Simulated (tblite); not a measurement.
# C4H5BF2SSi: the cost of one run

Computed with tblite 0.8.0 and PySCF 2.14.0, with density-fitted response routines of our own, on a single molecule in the gas phase. Atoms are numbered from 0 throughout.

## 1. The starting structure

14 atoms, charge 0, multiplicity 1; geometry from: force field or distance geometry start.

Bonds of the start (Å): F0–B1 1.45, B1–F2 1.44, B1–Si3 1.96, Si3–C4 1.83, C4–C5 1.36, C5–C6 1.34, C6–C7 1.36, C7–S8 1.65, S8–C4 1.83, Si3–H9 1.49, Si3–H10 1.47, C5–H11 1.12, C6–H12 1.12, C7–H13 1.08.

## 2. Geometry optimisation with GFN2-xTB

The job: settings as JSON, then the geometry in Å.

```
{"job": {"kind": "relax", "xc": "GFN2-xTB", "basis": "xTB"}, "charge": 0, "multiplicity": 1}
F     -2.076500     1.523300    -0.680800
B     -2.737300     0.508300     0.119800
F     -3.719500     0.933600     1.089900
Si    -1.601800    -1.019100     0.574400
C      0.174800    -0.611000     0.416800
C      0.720100     0.625900     0.244000
C      2.048600     0.747000     0.132700
C      2.829100    -0.369200     0.193200
S      1.729800    -1.583100     0.390800
H     -1.917300    -1.400300     1.980700
H     -1.935300    -2.188500    -0.256800
H      0.041700     1.517700     0.210800
H      2.539200     1.744900     0.011000
H      3.903700    -0.430000     0.111500
```

Launch:

```
> OMP_NUM_THREADS=1 python probes_run.py task.json out
```

One launch serves the whole session: the jobs run in the order shown.

**Question.** How long does this first job take on 1 thread of Arm Neoverse N1, shared host?

About 1.4 s.
